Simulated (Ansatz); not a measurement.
**SiH₄Br (doublet): wB97M-V, B2PLYP, RPA-PBE over a scan of the distance Br1–H2 along a hydrogen transfer, cc-pVDZ**

The task here is to estimate one member of a computed series from the others.

The runs use Ansatz 0.2.0, Gaussian basis; cc-pVDZ, all electrons in the functionals, frozen cores in the correlation of double hybrids and RPA.

To be run: wB97M-V, B2PLYP, RPA-PBE, at 1.421 Å; 1.485 Å; 1.614 Å; 1.743 Å; 1.872 Å.

## What is computed

The geometry derives from fragments relaxed apart (PBE0/def2-TZVP) and kept rigid, so it is no stationary point. A hydrogen atom is moved between rigid fragments. No spin-orbit coupling is included. The filled d shell of Br may be among the frozen orbitals whatever the setting's name suggests; the logs give the count.

6 atoms, charge 0, spin multiplicity 2.

Atoms are counted from 1 here; the program's logs count them from 0.

Bond lengths: Br1–H2 1.421 Å, Si3–H4 1.486 Å, Si3–H5 1.486 Å, Si3–H6 1.486 Å. Angles: H4–Si3–H5 111.3°, H4–Si3–H6 111.3°, H5–Si3–H6 111.3°.

Geometry (Å):

```xyz
6
BrH4Si
Br   -0.9447    0.0000    0.0000
H     0.4759    0.0000    0.0000
Si    2.3673    0.0000    0.0000
H     2.8173   -1.4163    0.0000
H     2.8173    0.7081   -1.2265
H     2.8173    0.7081    1.2265
```

No dispersion term is added; wB97M-V holds VV10 nonlocal correlation.

The geometry shown and the zero of energy belong to the point 1.421 Å. The yardstick, UCCSDT(Q), and other wave-function levels (R restricted, U unrestricted, valence and pair active spaces) come from earlier runs.

Set-up of the first run:

Input file in.yaml:

```yaml
crystal:
  periodic: [false, false, false]
  atoms:
    - {symbol: Br, position_ang: [-0.944701, 0.000000, 0.000000]}
    - {symbol: H, position_ang: [0.475899, 0.000000, 0.000000]}
    - {symbol: Si, position_ang: [2.367299, 0.000000, 0.000001]}
    - {symbol: H, position_ang: [2.817273, -1.416254, 0.000001]}
    - {symbol: H, position_ang: [2.817273, 0.708126, -1.226510]}
    - {symbol: H, position_ang: [2.817273, 0.708126, 1.226512]}
basis:
  gaussian: {orbitals: cc-pVDZ}
magnetization: {spin_polarized: true, initial_magnetization: 1}
hamiltonian: {xc: {name: wB97M-V}}
output: {forces: true, orbitals: {seedname: orbitals}}
```

The run is started by

```
> ansatz run in.yaml --threads 1 --pin off --events-out ev --progress --plain --max-ram 2816MiB --backend cpu
```

Steps of the session up to this table: wB97M-V, 1.421 Å; wB97M-V, 1.485 Å; wB97M-V, 1.614 Å; wB97M-V, 1.743 Å; wB97M-V, 1.872 Å; B2PLYP, 1.421 Å; B2PLYP, 1.485 Å; B2PLYP, 1.614 Å; B2PLYP, 1.743 Å; B2PLYP, 1.872 Å; RPA-PBE, 1.421 Å; RPA-PBE, 1.485 Å; RPA-PBE, 1.614 Å; RPA-PBE, 1.743 Å; RPA-PBE, 1.872 Å.

One table of the session follows, with a row left open; its other results are not shown here.

```
    level  1.485 Å  1.614 Å  1.743 Å  1.872 Å
UCCSDT(Q)        ?        ?        ?        ?
  wB97M-V     -9.3    -19.6    -25.6    -19.5
   B2PLYP     -9.6    -19.9    -24.9    -17.6
  RPA-PBE     -9.6    -20.7    -27.8    -23.2
```

Estimate the missing values for UCCSDT(Q).

As computed: 1.485 Å: -8.1; 1.614 Å: -16.8; 1.743 Å: -22.5; 1.872 Å: -17.7. In the column «1.485 Å» it is the highest.

Limits of these values: Energies in kJ/mol, counted from 1.421 Å; blanks weren't run or aren't comparable.
